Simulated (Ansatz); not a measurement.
# TiN+ (quintet): wave-function methods side by side, def2-QZVPP

One table from this session's results is given with a row withheld; the runs are named, their logs left out.

Method: def2-QZVPP, core rule «outside noble gas», up to 10 orbitals frozen; program: Ansatz 0.2.0, Gaussian basis.

The runs, in order: UHF; ROHF; CCSD(T) on UHF.

## The system

The geometry is a PBE0/def2-TZVP stationary point (not a proven minimum) of the parent state, kept for this charge and spin.

2 atoms, charge 1, spin multiplicity 5.

Atoms are counted from 1 here; the program's logs count them from 0.

Bond lengths: Ti1–N2 2.040 Å.

As a file:

```csv
atom,x (Å),y (Å),z (Å)
Ti1,0.0000,0.0000,0.0000
N2,0.0000,0.0000,2.0396
```

Set-up of the first run:

File in.yaml:

```yaml
crystal:
  periodic: [false, false, false]
  atoms:
    - {symbol: Ti, position_ang: [0.000000, 0.000000, 0.000000]}
    - {symbol: N, position_ang: [0.000000, 0.000000, 2.039600]}
basis:
  gaussian: {orbitals: "def2-QZVPP.json"}
total_charge: 1
magnetization: {spin_polarized: true, initial_magnetization: 4}
hamiltonian: {xc: hf}
output: {orbitals: {seedname: orbitals}}
```

Launch:

```bash
> ansatz run in.yaml --threads 1 --pin off --events-out ev --progress --plain --max-ram 2816MiB --backend cpu
```

Steps of the session up to this table: UHF; ROHF; CCSD(T) on UHF.

One of the session's tables, all rows but one given; the rest of the session is left out.

| method | from UCCSD(T) (meV) |
| --- | --- |
| ROHF | +5779.8 |
| UHF | +5501.1 |
| UMP2 | ? |
| UCCSD | +242.0 |
| UCCSD(T) | 0 |

Q: Estimate the row for UMP2 from the others.

The run gave: from UCCSD(T) (meV): +794.3. In the column «from UCCSD(T) (meV)» it lies between UCCSD (+242.0) and UHF (+5501.1).
